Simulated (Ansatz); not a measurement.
# C₃H₁₁NO₃Zr: basis-set convergence

How large a basis does C₃H₁₁NO₃Zr need? Two functionals are run in growing sets.

Program: Ansatz 0.2.0, Gaussian basis. Level of theory: one geometry, several basis sets. These are calculated values, not measurements.

Plan: PBE0-D4/def2-SVP; ωB97M-V/def2-SVP; PBE0-D4/def2-QZVPP; ωB97M-V/def2-QZVPP; the functionals' def2-TZVPP values are taken from earlier runs.

## (1) The geometry

All runs share one geometry, relaxed beforehand with PBE0-D4 in a triple-zeta def2 set. Zr takes the def2 core potential; no spin-orbit term is included.

SMILES `CC[N](C)[Zr]([OH])([OH])[OH]`, 19 atoms, charge 0, spin multiplicity 1.

Atoms are counted from 1 here; the program's logs count them from 0.

Bond lengths: C1–C2 1.522 Å, C1–H9 1.093 Å, C1–H10 1.093 Å, C1–H11 1.092 Å, C2–N3 1.448 Å, C2–H12 1.102 Å, C2–H13 1.096 Å, N3–C4 1.444 Å, N3–Zr5 2.034 Å, C4–H14 1.100 Å, C4–H15 1.098 Å, C4–H16 1.093 Å, Zr5–O6 1.942 Å, Zr5–O7 1.947 Å, Zr5–O8 1.941 Å, O6–H17 0.952 Å, O7–H18 0.953 Å, O8–H19 0.952 Å. Angles: C2–C1–H9 110.6°, C2–C1–H10 110.5°, C2–C1–H11 111.7°, H9–C1–H10 108.3°, H9–C1–H11 108.0°, H10–C1–H11 107.6°, C1–C2–N3 114.4°, C1–C2–H12 109.2°, C1–C2–H13 109.0°, N3–C2–H12 109.4°, N3–C2–H13 108.6°, H12–C2–H13 105.9°, C2–N3–C4 114.2°, C2–N3–Zr5 122.2°, C4–N3–Zr5 123.6°, N3–C4–H14 111.1°, N3–C4–H15 112.9°, N3–C4–H16 110.4° and more.

## (2) PBE0-D4 in def2-SVP

The input, in.yaml:

```yaml
crystal:
  periodic: [false, false, false]
  atoms:
    - {symbol: C, position_ang: [2.105538, 0.234336, -1.186736]}
    - {symbol: C, position_ang: [1.476541, -0.005484, 0.178817]}
    - {symbol: N, position_ang: [0.108894, -0.480404, 0.132899]}
    - {symbol: C, position_ang: [-0.031677, -1.832327, -0.353717]}
    - {symbol: Zr, position_ang: [-1.459636, 0.676330, 0.713866]}
    - {symbol: O, position_ang: [-0.795009, 1.863122, 2.100205]}
    - {symbol: O, position_ang: [-2.088707, 1.755857, -0.779567]}
    - {symbol: O, position_ang: [-2.872410, -0.539276, 1.256006]}
    - {symbol: H, position_ang: [1.526039, 0.967858, -1.753139]}
    - {symbol: H, position_ang: [3.125284, 0.612800, -1.078327]}
    - {symbol: H, position_ang: [2.155564, -0.684118, -1.775582]}
    - {symbol: H, position_ang: [2.094978, -0.723091, 0.741773]}
    - {symbol: H, position_ang: [1.502342, 0.928520, 0.752177]}
    - {symbol: H, position_ang: [0.595971, -2.528744, 0.222351]}
    - {symbol: H, position_ang: [0.245307, -1.937756, -1.411242]}
    - {symbol: H, position_ang: [-1.067529, -2.167572, -0.253106]}
    - {symbol: H, position_ang: [-0.835415, 2.622468, 2.673608]}
    - {symbol: H, position_ang: [-2.027420, 2.009708, -1.695819]}
    - {symbol: H, position_ang: [-3.758644, -0.772239, 1.515532]}
basis:
  gaussian: {orbitals: def2-SVP}
hamiltonian: {xc: pbe0, dispersion: d4}
output: {orbitals: {seedname: orbitals}}
```

The run is started by

```bash
$ ansatz run in.yaml --threads 4 --pin off --events-out ev --progress --plain --max-ram 66560MiB --backend cpu
```

Further steps of the session: ωB97M-V in def2-SVP; PBE0-D4 in def2-QZVPP; ωB97M-V in def2-QZVPP.

Before running them: what should the planned runs give, taken together? Wanted: PBE0-D4: double and triple zeta above quadruple; ωB97M-V: double and triple zeta above quadruple.

The runs gave:

```
                                       quantity           value
PBE0-D4: double and triple zeta above quadruple  13.82, 0.72 eV
ωB97M-V: double and triple zeta above quadruple  14.27, 0.69 eV
```

In words: For PBE0-D4 the step from double to triple zeta gains 13.11 eV and the next only 0.72 eV. These are total energies; as a rule much of such shifts cancels in differences, which this series doesn't test. The LUMO of ωB97M-V is positive and keeps falling with the basis (1.20 to 0.58 eV): an unbound level that the basis holds in place.
